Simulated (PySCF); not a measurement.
# CeH6N (Ce(H)3(NH3)+): the cost of one run

Program: PySCF 2.14.0. Level of theory: PBE0, Ce lcecp-2-SVP with ECP46, H def2-SVP, N def2-SVP; scalar-relativistic core potentials, no spin–orbit coupling. These are calculated values, not measurements.

1 further run of the same task is left out (for a known fault of the program).

## (1) The system as given

8 atoms, charge 1, spin multiplicity 1.

Bond lengths: Ce1–H2 2.148 Å, Ce1–H3 2.148 Å, Ce1–H4 2.148 Å, Ce1–N5 2.467 Å, N5–H6 1.020 Å, N5–H7 1.020 Å, N5–H8 1.020 Å. Angles: H2–Ce1–H3 109.5°, H2–Ce1–H4 109.5°, H2–Ce1–N5 109.5°, H3–Ce1–H4 109.5°, H3–Ce1–N5 109.5°, H4–Ce1–N5 109.5°, Ce1–N5–H6 113.0°, Ce1–N5–H7 113.0°, Ce1–N5–H8 113.0°, H6–N5–H7 105.8°, H6–N5–H8 105.8°, H7–N5–H8 105.8°.

As a file:

```xyz
8
charge 1, multiplicity 1
Ce    0.0000    0.0000    0.0000
H     1.2399    1.2399    1.2399
H    -1.2399   -1.2399    1.2399
H     1.2399   -1.2399   -1.2399
N    -1.4246    1.4246   -1.4246
H    -2.0378    2.0378   -0.8875
H    -0.8875    2.0378   -2.0378
H    -2.0378    0.8875   -2.0378
```

Formal oxidation states: Ce +4. The 4f shell is empty and lies in the core potential.

## (2) SCF at the start, singlet

Input file run.py (the lines that set the calculation):

```python
mol = gto.M(atom='''
Ce     0.00000     0.00000     0.00000
H      1.23990     1.23990     1.23990
H     -1.23990    -1.23990     1.23990
H      1.23990    -1.23990    -1.23990
N     -1.42460     1.42460    -1.42460
H     -2.03780     2.03780    -0.88750
H     -0.88750     2.03780    -2.03780
H     -2.03780     0.88750    -2.03780''',
    basis={'Ce': 'lcecp-2-SVP', 'H': 'def2-SVP', 'N': 'def2-SVP'},
    ecp={'Ce': 'lcecp-2-SVP'},
    charge=1, spin=0)
mf = dft.RKS(mol, xc='PBE0')
mf.grids.atom_grid = (50, 194)  # f atoms: unpruned, at least (60, 302)
mf = mf.density_fit()  # fitting sets: Ce AutoAux, H def2-universal-JKFIT, N def2-universal-JKFIT
mf.conv_tol = 1e-08; mf.max_cycle = 55
mf.kernel(dm0)  # dm0: free metal ions and neutral atoms
```

Run with:

```console
$ OMP_NUM_THREADS=2 python run.py
```

**Question.** How long does this run take on 2 threads of Intel Xeon at 2.50GHz (Skylake/Cascade Lake), shared host, and how much memory does it need?

About 17 s, with a peak of 0.49 GiB.
